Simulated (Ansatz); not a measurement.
# MgRh: structure and electronic properties

The task here is to estimate one member of a computed series from the others.

Computed with Ansatz 0.2.0 (DFT r2SCAN, scalar-relativistic, plane waves, PAW, unless a step's input says otherwise).

## The starting structure

The structure is cubic, space group Pm-3m (No. 221). The conventional cell has a = 3.099 Å, b = 3.099 Å, c = 3.099 Å, α = 90.00°, β = 90.00°, γ = 90.00°. Around Mg (site symmetry m-3m) lie 8 Rh at 2.68 Å. Rh (site symmetry m-3m) has 8 Mg at 2.68 Å as nearest neighbours.

Structure file:

```
CELL_PARAMETERS angstrom
3.09920 0.00000 0.00000
0.00000 3.09920 0.00000
0.00000 0.00000 3.09920
ATOMIC_POSITIONS crystal
Mg 0.00000 0.00000 0.00000
Rh 0.50000 0.50000 0.50000
```

The structure comes from the Crystallography Open Database.

The first run:

(A quick probe on a coarse mesh, which set the mesh and smearing, is not shown.)

Input file input.yaml:

```yaml
crystal:
  lattice:
    - [3.0992, 0.0, 0.0]
    - [0.0, 3.0992, 0.0]
    - [0.0, 0.0, 3.0992]
  atoms:
    - { symbol: Mg, position: [0.0, 0.0, 0.0] }
    - { symbol: Rh, position: [0.5, 0.5, 0.5] }
basis:
  ecutwfc: 500
kpoints:
  mp_grid: { grid: [14, 14, 14] }
hamiltonian:
  xc: r2scan
scf:
  occupations: { method: gaussian, width: 0.1 }
output:
  forces: true
  stress: true
  eigenvalues: true
relax:
  adjacent_minimum: "off"
  f_tol: 0.005
  max_steps: 80
  cell: { stress_tol: 0.05 }
```

Run with:

```bash
$ ansatz run input.yaml --threads 1 --pin off --max-ram 2560MiB --backend cpu --events-out ev --progress --plain --runs-dir out
```

Steps of the session up to this table: Relaxing cell and atoms; Bands, states and charges; Point at V/V0 = 0.97; Point at V/V0 = 1.03; Volume × 0.94; The cell scaled to 1.06 of its volume.

One of the session's tables, all rows but one given; the rest of the session is left out.

It belongs to the step «Equation of state». 

| volume (Å³/atom) | energy above the lowest point (meV/atom) | pressure (GPa) |
| --- | --- | --- |
| 13.872 | 23.5 | 9.06 |
| 14.314 | ? | ? |
| 14.757 | 0.0 | 0.00 |
| 15.200 | 5.1 | -3.53 |
| 15.642 | 19.1 | -6.52 |

Estimate the missing values for volume (Å³/atom) = 14.314.

Worked estimate for «energy above the lowest point (meV/atom)». A straight line through the neighbours (13.872, 23.5) and (14.757, 0.0) gives 23.5 + (0.0 − 23.5) × (14.314 − 13.872) / (14.757 − 13.872) = 11.8; a parabola fitted to 3 rows on both sides gives 6.2.

**Answer.** energy above the lowest point (meV/atom): 5.5; pressure (GPa): 4.15. In «energy above the lowest point (meV/atom)» the line misses by +6.3 and the parabola by +0.7.

Limits of these values: The start is a reported cell, which holds thermal expansion that this zero-temperature run lacks. The projections leave out shells that the potentials don't hold, such as empty d states.
